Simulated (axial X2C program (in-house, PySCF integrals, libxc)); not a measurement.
# All-electron X2C curves of SeGa⁻, part 2 of 2

Computed with an in-house X2C program for linear molecules on PySCF integrals; all-electron X2C, Se dyall-acv3z, Ga dyall-acv3z.

## (9) PBE0, 2c

State followed: Ω = 0 (closed shell). The scan is laid around 2.262 Å, a first estimate of the minimum, and this SCF restarts from the orbitals of the search.

Output at 2.262 Å:

```text
two-component X2C + atomic mean field  PBE0
basis functions 242  fitting functions 1356  grid points 5799
iter        total energy     max residual
   1      -4370.523246191     6.75e+00
   2      -4371.784157074     2.85e+00
   3      -4372.014231851     3.22e-01
   4      -4372.023847520     1.57e-01
   5      -4372.037788098     5.68e-02
   6      -4372.038726919     2.75e-02
   7      -4372.038856199     6.14e-03
   8      -4372.038925309     6.68e-03
   9      -4372.038949168     4.03e-03
  10      -4372.038951641     2.89e-04
  11      -4372.038952116     5.61e-04
  12      -4372.038952165     1.86e-04
  13      -4372.038952171     1.21e-05
converged
one-electron -6593.07363554  Coulomb 2140.39311591  exact exchange -40.35089604  xc functional -124.04289311  nuclear repulsion 246.57505761  atomic mean-field constant -1.53970100
```

Along the bond, energies from the lowest point:

```csv
R (Å),E (eV),μ (D),HOMO (eV),LUMO (eV),iterations
1.968,0.8541,-0.68,-0.53,2.57,36
2.058,0.3507,-0.12,-0.65,2.55,33
2.126,0.1369,0.31,-0.74,2.54,29
2.194,0.0283,0.74,-0.81,2.52,29
2.262,0.0000,1.17,-0.86,2.50,13
2.341,0.0436,1.67,-0.91,2.47,26
2.420,0.1474,2.16,-0.90,2.44,26
2.522,0.3420,2.76,-0.77,2.40,26
2.647,0.6376,3.47,-0.63,2.35,27
2.828,1.1198,4.40,-0.47,2.23,26
```

Dipoles are positive if Ga is the positive end and refer to the centre of mass.

Outer spinors at the reference distance:

| ω | occupied | ε (eV) | atomic character | λ mixture |
| --- | --- | --- | --- | --- |
| 3/2 | yes | -17.16 | 100% Ga d | 87% δ, 13% π |
| 1/2 | yes | -17.09 | 99% Ga d | 52% σ, 48% π |
| 5/2 | yes | -16.75 | 100% Ga d | 100% δ |
| 1/2 | yes | -16.68 | 99% Ga d | 52% π, 48% σ |
| 3/2 | yes | -16.64 | 100% Ga d | 87% π, 13% δ |
| 1/2 | yes | -12.54 | 70% Se s, 10% Ga p, 9% Ga d | 100% σ |
| 1/2 | yes | -5.03 | 48% Ga s, 39% Se p, 6% Se s | 100% σ |
| 1/2 | yes | -1.36 | 73% Se p, 15% Ga p, 6% Ga d | 96% π, 4% σ |
| 3/2 | yes | -1.14 | 73% Se p, 16% Ga p, 6% Ga d | 100% π |
| 1/2 | yes | -0.86 | 39% Se p, 34% Ga p, 18% Ga s | 96% σ, 4% π |
| 1/2 | no | 2.50 | 87% Ga p, 12% Ga s | 100% σ |
| 1/2 | no | 2.54 | 94% Ga p, 3% Ga d | 100% π |
| 3/2 | no | 2.54 | 94% Ga p, 3% Ga d | 100% π |
| 1/2 | no | 2.99 | 77% Ga s, 12% Ga p, 8% Se p | 100% σ |

PBE0 fields in the half plane through the axis: z from -2.4 to 4.5 Å across, distance from the axis 0.15 to 2.25 Å upwards; Se lies at z = 0 and Ga at z = 2.262 Å; the ELF is damped to zero where the density is low.

log10 density (e/bohr³). Ten even steps from '0' (-3.98 ) to '9' (1.42 ):
```
000111222222211111111100
001122223322222222222111
011223333333333333322211
112233444444333333333221
112334455544444444433322
122344555555445555443322
123345567655556776544332
123445689865557997544332
```

ELF. Ten even steps from ' ' (0.00 ) to '@' (0.97 ):
```
        ..::----==----::....  ....::------::..  
      ..--====++++++++==::......--==++******==..
    ..--==++**********++--::::--==**##%%%%%%##==
  ..::==**####%%%%####**==--::--==**%%@@@@@@%%##
  ..--++##%%%%%%########++--::::::==**%%@@@@@@%%
..::==**##%%##==--==**##++::......::==##@@@@@@@@
..::++##%%##--::++::--##++..::****--::**@@@@@@@@
..--++##%%**..##::##..**++..**==--**::++@@@@@@@@
```

Re = 2.256 Å, ωe = 316 cm⁻¹, ωexe = 0.718 cm⁻¹, Be = 0.08948 cm⁻¹, De = 3.86 eV, μ = 1.14 D.

## (10) HF, 2c

The SCF at the reference distance of 2.262 Å:

```text
two-component X2C + atomic mean field  HF
basis functions 242  fitting functions 1356  grid points 5799
iter        total energy     max residual
   1      -4369.048747189     2.81e-01
   2      -4369.084882752     1.29e-02
   3      -4369.086209722     1.71e-02
   4      -4369.086822543     4.02e-03
   5      -4369.086850449     5.26e-04
   6      -4369.086857943     8.76e-04
   7      -4369.086858906     7.83e-05
   8      -4369.086859059     1.14e-04
   9      -4369.086859076     1.66e-05
  10      -4369.086859077     2.65e-06
converged
one-electron -6593.49128451  Coulomb 2140.97144091  exact exchange -161.60237209  xc functional 0.00000000  nuclear repulsion 246.57505761  atomic mean-field constant -1.53970100
```

Re = 2.259 Å, ωe = 327 cm⁻¹, ωexe = 0.7 cm⁻¹, Be = 0.08923 cm⁻¹, De = 2.45 eV, μ = 1.53 D.

## (11) PBEsol, 2c

Output at 2.262 Å:

```text
two-component X2C + atomic mean field  PBEsol
basis functions 242  fitting functions 1356  grid points 5799
iter        total energy     max residual
   1      -4368.801307738     1.07e-01
   2      -4368.805920533     1.95e-02
   3      -4368.806232764     3.74e-02
   4      -4368.808215462     1.20e-02
   5      -4368.809027560     8.35e-03
   6      -4368.809227989     2.31e-03
   7      -4368.809250237     1.20e-03
   8      -4368.809257824     5.80e-04
   9      -4368.809258412     1.76e-04
  10      -4368.809258510     1.15e-04
  11      -4368.809258557     1.64e-05
  12      -4368.809258559     5.13e-06
converged
one-electron -6591.82885765  Coulomb 2139.04039317  exact exchange 0.00000000  xc functional -161.05615070  nuclear repulsion 246.57505761  atomic mean-field constant -1.53970100
```

Re = 2.259 Å, ωe = 307 cm⁻¹, ωexe = 0.74 cm⁻¹, Be = 0.08927 cm⁻¹, De = 4.25 eV, μ = 0.90 D.

## (12) Correlated methods, 2c

Correlated methods: 10 electrons correlated (frozen shells, counted by type: Se 3 s, 2 p, 1 d; Ga 3 s, 2 p, 1 d), 338 virtual spinors in MP2, 90 natural virtuals in coupled cluster.

Output of the correlated part at 2.262 Å:

```text
correlated 10  virtual 338  natural virtual 90  E(MP2) -0.224745316  MP2 remainder -0.009628406
iter   CCSD correlation   residual
   1     -0.226174532   1.33e-01
   2     -0.232617109   5.40e-02
   3     -0.234565995   2.32e-02
   4     -0.234533704   7.11e-03
   5     -0.234575839   2.56e-03
   6     -0.234579099   1.01e-03
   7     -0.234580663   2.79e-04
   8     -0.234583191   8.27e-05
   9     -0.234582288   2.44e-05
  10     -0.234582333   8.01e-06
  11     -0.234582220   2.68e-06
  12     -0.234582221   9.78e-07
(T) -0.013440549  T1 0.0278  D1 0.0393  max T2 0.061
```

MP2: Re = 2.277 Å, ωe = 315 cm⁻¹, Be = 0.08788 cm⁻¹, De = 3.89 eV.

CCSD: Re = 2.274 Å, ωe = 317 cm⁻¹, ωexe = 0.712 cm⁻¹, Be = 0.08805 cm⁻¹, De = 3.60 eV. T1 at Re = 0.020 (Lee–Taylor, the printed value over √2).

CCSD(T): Re = 2.284 Å, ωe = 310 cm⁻¹, ωexe = 0.734 cm⁻¹, Be = 0.08731 cm⁻¹, De = 3.76 eV. T1 at Re = 0.020 (Lee–Taylor, the printed value over √2).

## (13) A higher determinant, 2c

State: Ω = 2 (excess of +ω over −ω: ω = 1/2, ω = 3/2).

Output at the reference distance:

```text
two-component X2C + atomic mean field  PBE0
basis functions 242  fitting functions 1356  grid points 5799
iter        total energy     max residual
   1      -4370.475996911     6.85e+00
   2      -4371.687742759     3.12e+00
   3      -4371.922816839     2.76e-01
   4      -4371.929870526     2.22e-01
   5      -4371.948942736     3.93e-02
   6      -4371.950675217     2.97e-02
   7      -4371.950988191     5.45e-03
   8      -4371.951015463     4.70e-03
   9      -4371.951043040     2.66e-03
  10      -4371.951045237     6.08e-04
  11      -4371.951046262     6.52e-04
  12      -4371.951046512     2.48e-04
  13      -4371.951046566     6.80e-05
  14      -4371.951046587     2.18e-05
  15      -4371.951046594     3.98e-05
  16      -4371.951046595     1.37e-05
converged
one-electron -6589.90808017  Coulomb 2137.26367333  exact exchange -40.34193667  xc functional -124.00005969  nuclear repulsion 246.57505761  atomic mean-field constant -1.53970100
```

```
R (Å)  E above the lowest PBE0 point (eV)
1.968                               3.207
2.058                               2.749
2.126                               2.549
2.194                               2.438
2.262                               2.392
2.341                               2.395
2.420                               2.437
2.522                               2.522
2.647                               2.643
```

Re = 2.296 Å, ωe = 244.7 cm⁻¹, ωexe = 1.89 cm⁻¹, Be = 0.08641 cm⁻¹, μ = -1.66 D. Te = 2.39 eV.

## (14) The 2c curves together

Energy (eV) of the followed determinant, 2c, from each level's lowest point:

| R (Å) | PBE0 | HF | MP2 | CCSD | CCSD(T) | PBEsol |
| --- | --- | --- | --- | --- | --- | --- |
| 1.968 | 0.854 | 0.932 | 1.001 | n/a | n/a | 0.832 |
| 2.058 | 0.351 | 0.388 | 0.436 | 0.431 | 0.455 | 0.344 |
| 2.126 | 0.137 | 0.154 | 0.187 | 0.183 | 0.200 | 0.136 |
| 2.194 | 0.028 | 0.034 | 0.050 | 0.048 | 0.057 | 0.029 |
| 2.262 | 0.000 | 0.000 | 0.000 | 0.000 | 0.000 | 0.000 |
| 2.341 | 0.044 | 0.044 | 0.024 | 0.027 | 0.017 | 0.039 |
| 2.420 | 0.147 | 0.153 | 0.114 | 0.120 | 0.098 | 0.135 |
| 2.522 | 0.342 | 0.362 | 0.298 | 0.306 | 0.270 | 0.317 |
| 2.647 | 0.638 | 0.680 | 0.587 | n/a | n/a | 0.593 |
| 2.828 | 1.120 | 1.203 | 1.069 | n/a | n/a | 1.042 |

Time for the job: 3.8 min (1 thread of Arm Neoverse V1, shared host); peak memory 0.73 GiB.

## (15) Results

What follows sums up all 2 parts.

Lowest determinant that the search found at its distance, spin-free: M_S = 0, Λ = 0 (closed shell).

Lowest determinant that the search found at its distance, 2c: Ω = 0 (closed shell).

```json
{"Hamiltonian": "spin-free", "level": "PBE0", "Re (Å)": "2.255", "ωe (cm⁻¹)": "316", "De (eV)": "3.90", "μ (D)": "1.14"}
{"Hamiltonian": "spin-free", "level": "HF", "Re (Å)": "2.258", "ωe (cm⁻¹)": "328", "De (eV)": "2.63", "μ (D)": "1.53"}
{"Hamiltonian": "spin-free", "level": "MP2", "Re (Å)": "2.276", "ωe (cm⁻¹)": "316", "De (eV)": "4.03", "μ (D)": "n/a"}
{"Hamiltonian": "spin-free", "level": "CCSD", "Re (Å)": "2.273", "ωe (cm⁻¹)": "318", "De (eV)": "3.73", "μ (D)": "n/a"}
{"Hamiltonian": "spin-free", "level": "CCSD(T)", "Re (Å)": "2.283", "ωe (cm⁻¹)": "311", "De (eV)": "3.90", "μ (D)": "n/a"}
{"Hamiltonian": "spin-free", "level": "PBEsol", "Re (Å)": "2.258", "ωe (cm⁻¹)": "308", "De (eV)": "4.31", "μ (D)": "0.91"}
{"Hamiltonian": "2c", "level": "PBE0", "Re (Å)": "2.256", "ωe (cm⁻¹)": "316", "De (eV)": "3.86", "μ (D)": "1.14"}
{"Hamiltonian": "2c", "level": "HF", "Re (Å)": "2.259", "ωe (cm⁻¹)": "327", "De (eV)": "2.45", "μ (D)": "1.53"}
{"Hamiltonian": "2c", "level": "MP2", "Re (Å)": "2.277", "ωe (cm⁻¹)": "315", "De (eV)": "3.89", "μ (D)": "n/a"}
{"Hamiltonian": "2c", "level": "CCSD", "Re (Å)": "2.274", "ωe (cm⁻¹)": "317", "De (eV)": "3.60", "μ (D)": "n/a"}
{"Hamiltonian": "2c", "level": "CCSD(T)", "Re (Å)": "2.284", "ωe (cm⁻¹)": "310", "De (eV)": "3.76", "μ (D)": "n/a"}
{"Hamiltonian": "2c", "level": "PBEsol", "Re (Å)": "2.259", "ωe (cm⁻¹)": "307", "De (eV)": "4.25", "μ (D)": "0.90"}
```

Dipoles are positive if Ga is the positive end and refer to the centre of mass.

Time per point (s) on 1 thread of Arm Neoverse V1, shared host (2c runs; CCSD comes with the CCSD(T) run); the times are rough: PBE0 1.7, HF 1.2, MP2 1.5, CCSD(T) 4.6, PBEsol 0.81.

**Reading.** At CCSD(T), going from spin-free to two-component changes Re by +1 mÅ, ωe by -0.2 %; the spin-free picture holds up (part of it comes from the scalar share of the two-electron terms). De moves by -0.14 eV; both De rest on single-determinant atoms, which can miss part of an open shell's spin–orbit lowering.

De refers to Se- + Ga, each in the lowest determinant found, which need not be this curve's own limit. The state is a single determinant with fixed occupations, the lowest that a limited PBE0 search found. Closed shells are restricted here (equal orbitals for both partners), which fails at long range if the bond breaks into open shells. Dissociation energies refer to the lowest single-determinant-based atoms at the same level and basis. CCSD and (T) use frozen natural virtuals with an MP2 correction for the truncation. With the outer-core shells frozen, correlated bond lengths of heavy atoms tend to come out a few hundredths of an ångström too long.
